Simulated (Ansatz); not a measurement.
**CH3ClFNOSi: one species, many methods**

An exercise on one series of results from a longer session: the logs are not shown, and one member is left open.

Computed with Ansatz 0.2.0, Gaussian basis. Level: functionals in def2-TZVPP, the program's frozen cores in correlated methods.

The runs, in order: PBE-D4, r2SCAN-D4, PBE0-D4, B3LYP-D4, ωB97X-V, ωB97M-V, B2PLYP; CCSD(T)/def2-TZVPP; MP2/def2-QZVPP; extrapolation to the limit.

## The relaxed structure

An earlier PBE0-D4 in a triple-zeta def2 set relaxation fixed the geometry.

SMILES `NC(=O)[SiH](F)Cl`, 9 atoms, charge 0, spin multiplicity 1.

Atoms are counted from 1 here; the program's logs count them from 0.

Bond lengths: N1–C2 1.349 Å, N1–H7 1.005 Å, N1–H8 1.009 Å, C2–O3 1.217 Å, C2–Si4 1.903 Å, Si4–F5 1.598 Å, Si4–Cl6 2.031 Å, Si4–H9 1.472 Å. Angles: C2–N1–H7 121.3°, C2–N1–H8 119.4°, H7–N1–H8 119.3°, N1–C2–O3 124.2°, N1–C2–Si4 119.2°, O3–C2–Si4 116.6°, C2–Si4–F5 109.2°, C2–Si4–Cl6 109.0°, C2–Si4–H9 111.2°, F5–Si4–Cl6 108.3°, F5–Si4–H9 109.3°, Cl6–Si4–H9 109.7°.

Coordinates:

```
N    -0.2352   -1.4652    0.5522
C     0.3096   -0.2395    0.6944
O     0.9164    0.1284    1.6832
Si    0.1404    1.0212   -0.7212
F    -0.4070    0.2768   -2.0251
Cl   -1.2063    2.4437   -0.1843
H    -0.7128   -1.7300   -0.2911
H    -0.1509   -2.1342    1.3023
H     1.4342    1.6526   -1.0276
```

Set-up of the first run:

Contents of in.yaml:

```yaml
crystal:
  periodic: [false, false, false]
  atoms:
    - {symbol: N, position_ang: [-0.235155, -1.465225, 0.552220]}
    - {symbol: C, position_ang: [0.309565, -0.239511, 0.694361]}
    - {symbol: O, position_ang: [0.916412, 0.128374, 1.683189]}
    - {symbol: Si, position_ang: [0.140418, 1.021213, -0.721218]}
    - {symbol: F, position_ang: [-0.407028, 0.276789, -2.025096]}
    - {symbol: Cl, position_ang: [-1.206286, 2.443710, -0.184294]}
    - {symbol: H, position_ang: [-0.712829, -1.730002, -0.291145]}
    - {symbol: H, position_ang: [-0.150871, -2.134221, 1.302349]}
    - {symbol: H, position_ang: [1.434173, 1.652572, -1.027568]}
basis:
  gaussian: {orbitals: def2-TZVPP}
hamiltonian: {xc: pbe, dispersion: d4}
output: {forces: true, orbitals: {seedname: orbitals}}
```

Command:

```
ansatz run in.yaml --threads 4 --pin off --events-out ev --progress --plain --max-ram 10444MiB
```

Among the steps run: PBE-D4 (GGA); r2SCAN-D4 (meta-GGA); PBE0-D4 (hybrid); B3LYP-D4 (hybrid); ωB97X-V (range-separated); ωB97M-V (range-separated); B2PLYP (double hybrid); CCSD(T) in def2-TZVPP; MP2 in def2-QZVPP.

One of the session's tables, all rows but one given; the rest of the session is left out.

```
            method  atomisation energy (kcal/mol)
            PBE-D4                          879.5
         r2SCAN-D4                          854.6
           PBE0-D4                          851.2
          B3LYP-D4                          849.1
           ωB97X-V                          855.4
           ωB97M-V                          855.4
            B2PLYP                          841.2
     HF/def2-TZVPP                          582.2
    MP2/def2-TZVPP                          851.6
   CCSD/def2-TZVPP                          802.8
CCSD(T)/def2-TZVPP                          820.9
           MP2/CBS                              ?
       CCSD(T)/CBS                          850.7
```

**Question.** Estimate the row for MP2/CBS.

**Answer.** atomisation energy (kcal/mol): 881.3. In the column «atomisation energy (kcal/mol)» it is the highest.

Caveats from the session: Free atoms (1 N, 1 C, 1 O, 1 Si, 1 F, 1 Cl, 3 H) were run apart at each level; the atomisation energy is their sum less the molecule, without zero-point or spin-orbit terms.
